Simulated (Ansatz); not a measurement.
# BClH₅NSi: basis-set convergence

How large a basis does BClH₅NSi need? Two functionals are run in growing sets.

Computed with Ansatz 0.2.0, Gaussian basis. Level: one geometry, several basis sets.

The runs, in order: PBE0-D4/def2-SVP; ωB97M-V/def2-SVP; PBE0-D4/def2-QZVPP; ωB97M-V/def2-QZVPP; the functionals' def2-TZVPP values are taken from earlier runs.

**1. Structure used throughout**

All runs share one geometry, relaxed beforehand with PBE0-D4 in a triple-zeta def2 set.

SMILES `BN[SiH2]Cl`, 9 atoms, charge 0, spin multiplicity 1.

Atoms are counted from 1 here; the program's logs count them from 0.

Bond lengths: B1–N2 1.403 Å, B1–H5 1.197 Å, B1–H6 1.196 Å, N2–Si3 1.730 Å, N2–H7 1.011 Å, Si3–Cl4 2.055 Å, Si3–H8 1.480 Å, Si3–H9 1.475 Å. Angles: N2–B1–H5 118.7°, N2–B1–H6 119.6°, H5–B1–H6 121.6°, B1–N2–Si3 125.7°, B1–N2–H7 117.2°, Si3–N2–H7 117.1°, N2–Si3–Cl4 111.1°, N2–Si3–H8 110.0°, N2–Si3–H9 108.1°, Cl4–Si3–H8 106.1°, Cl4–Si3–H9 108.6°, H8–Si3–H9 113.0°.

**2. PBE0-D4 in def2-SVP**

Input file in.yaml:

```yaml
crystal:
  periodic: [false, false, false]
  atoms:
    - {symbol: B, position_ang: [-0.106021, 1.571541, 0.033628]}
    - {symbol: N, position_ang: [-0.041056, 0.289577, 0.599164]}
    - {symbol: Si, position_ang: [-0.027538, -1.200389, -0.279158]}
    - {symbol: Cl, position_ang: [1.841063, -2.055996, -0.253395]}
    - {symbol: H, position_ang: [-0.168519, 1.672338, -1.157473]}
    - {symbol: H, position_ang: [-0.103888, 2.533028, 0.745553]}
    - {symbol: H, position_ang: [0.022459, 0.230998, 1.606651]}
    - {symbol: H, position_ang: [-0.934104, -2.175702, 0.366146]}
    - {symbol: H, position_ang: [-0.393796, -0.911693, -1.678218]}
basis:
  gaussian: {orbitals: def2-SVP}
hamiltonian: {xc: pbe0, dispersion: d4}
output: {orbitals: {seedname: orbitals}}
```

After this run come: ωB97M-V in def2-SVP; PBE0-D4 in def2-QZVPP; ωB97M-V in def2-QZVPP.

Q: Predict the results of all the runs planned. Wanted: PBE0-D4: double and triple zeta above quadruple; ωB97M-V: double and triple zeta above quadruple.

As calculated:

```
                                       quantity           value
PBE0-D4: double and triple zeta above quadruple  10.54, 0.78 eV
ωB97M-V: double and triple zeta above quadruple  10.59, 0.73 eV
```

**Reading.** For PBE0-D4 the step from double to triple zeta gains 9.76 eV and the next only 0.78 eV. Total energies overstate the basis error of differences, where much of it tends to cancel. The LUMO of ωB97M-V is positive and keeps falling with the basis (1.78 to 1.18 eV): an unbound level that the basis holds in place.
